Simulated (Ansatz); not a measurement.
# Sn2Pd: the cost of one run

Program: Ansatz 0.2.0. Level of theory: DFT PBEsol, scalar-relativistic, plane waves, PAW. These are calculated values, not measurements.

**1. The structure to begin with**

It takes space group I4_1/acd (No. 142, tetragonal). Conventional cell: a = 6.595 Å, b = 6.595 Å, c = 24.832 Å, α = 90.00°, β = 90.00°, γ = 90.00°. Sn (site symmetry 2) is surrounded by 4 Pd at 2.87 Å and 3 Sn at 2.96 to 3.22 Å. Around Sn (site symmetry 2) lie 4 Pd at 2.85 to 2.87 Å and 6 Sn at 3.22 to 3.30 Å. Pd (site symmetry 2) has 8 Sn at 2.85 to 2.87 Å and 1 Pd at 2.89 Å as nearest neighbours.

As a file:

```xyz
24
Lattice="-3.2976 3.2976 12.4159 3.2976 -3.2976 12.4159 3.2976 3.2976 -12.4159" Properties=species:S:1:pos:R:3 pbc="T T T"
Sn    1.0450    1.0450    6.2079
Sn    2.2526    1.0450    0.0000
Sn    2.2526    2.2526   -6.2079
Sn    1.0450    2.2526   12.4159
Sn    2.2526   -1.0450   12.4159
Sn    1.0450   -1.0450   18.6238
Sn    1.0450    4.3425    0.0000
Sn   -1.0450    1.0450   18.6238
Sn    4.9289    1.6488   -3.1040
Sn    4.9464    1.6314    3.1040
Sn   -1.6314    1.6488    9.3119
Sn   -1.6488    1.6662   15.5199
Sn    1.6662    1.6488    9.3119
Sn    1.6488    1.6662    3.1040
Sn    1.6314    1.6488   -3.1040
Sn    1.6488    1.6314   15.5199
Pd    0.0000    0.0000   10.9690
Pd    3.2976    0.0000    4.7611
Pd    0.0000    3.2976    7.6548
Pd    0.0000    0.0000    1.4468
Pd    3.2976    0.0000    7.6548
Pd    0.0000    0.0000   13.8627
Pd    0.0000    0.0000   23.3849
Pd    0.0000    3.2976    4.7611
```

This cell was relaxed beforehand with the same method: volume 22.50 Å³/atom, gap on the mesh none (metal).

**2. The cell under PBEsol**

input.yaml reads:

```yaml
crystal:
  lattice:
    - [-3.2975770468, 3.2975770468, 12.4158847036]
    - [3.2975770468, -3.2975770468, 12.4158847036]
    - [3.2975770468, 3.2975770468, -12.4158847036]
  atoms:
    - { symbol: Sn, position: [0.4084422384, 0.4084422384, 0.3168844767] }
    - { symbol: Sn, position: [0.1584422384, 0.3415577616, 0.5] }
    - { symbol: Sn, position: [0.0915577616, 0.0915577616, 0.6831155233] }
    - { symbol: Sn, position: [0.8415577616, 0.6584422384, 0.5] }
    - { symbol: Sn, position: [0.3415577616, 0.8415577616, 0.1831155233] }
    - { symbol: Sn, position: [0.5915577616, 0.9084422384, 0.0] }
    - { symbol: Sn, position: [0.6584422384, 0.1584422384, 0.8168844767] }
    - { symbol: Sn, position: [0.9084422384, 0.5915577616, 0.0] }
    - { symbol: Sn, position: [0.125, 0.6223589845, 0.9973589845] }
    - { symbol: Sn, position: [0.3723589845, 0.875, 0.9973589845] }
    - { symbol: Sn, position: [0.625, 0.1276410155, 0.0026410155] }
    - { symbol: Sn, position: [0.8776410155, 0.375, 0.0026410155] }
    - { symbol: Sn, position: [0.625, 0.6276410155, 0.5026410155] }
    - { symbol: Sn, position: [0.3776410155, 0.375, 0.5026410155] }
    - { symbol: Sn, position: [0.125, 0.1223589845, 0.4973589845] }
    - { symbol: Sn, position: [0.8723589845, 0.875, 0.4973589845] }
    - { symbol: Pd, position: [0.4417340051, 0.4417340051, 0.0] }
    - { symbol: Pd, position: [0.1917340051, 0.6917340051, 0.5] }
    - { symbol: Pd, position: [0.8082659949, 0.3082659949, 0.5] }
    - { symbol: Pd, position: [0.0582659949, 0.0582659949, 0.0] }
    - { symbol: Pd, position: [0.3082659949, 0.8082659949, 0.5] }
    - { symbol: Pd, position: [0.5582659949, 0.5582659949, 0.0] }
    - { symbol: Pd, position: [0.9417340051, 0.9417340051, 0.0] }
    - { symbol: Pd, position: [0.6917340051, 0.1917340051, 0.5] }
basis:
  ecutwfc: 420
kpoints:
  mp_grid: { grid: [8, 8, 8] }
hamiltonian:
  xc: pbesol
scf:
  occupations: { method: gaussian, width: 0.1 }
output:
  forces: true
  stress: true
  eigenvalues: true
relax:
  adjacent_minimum: "off"
  f_tol: 0.005
  max_steps: 50
  cell: { stress_tol: 0.05 }
```

Launch:

```sh
> ansatz run input.yaml --threads 8 --pin off --max-ram 22528MiB --backend cpu --events-out ev --progress --plain --runs-dir out
```

What time and memory should one allow on 8 threads of Intel Xeon Platinum 8375C at 2.90GHz (Ice Lake), shared host?

About 7.6 min, with a peak of 7.4 GiB.
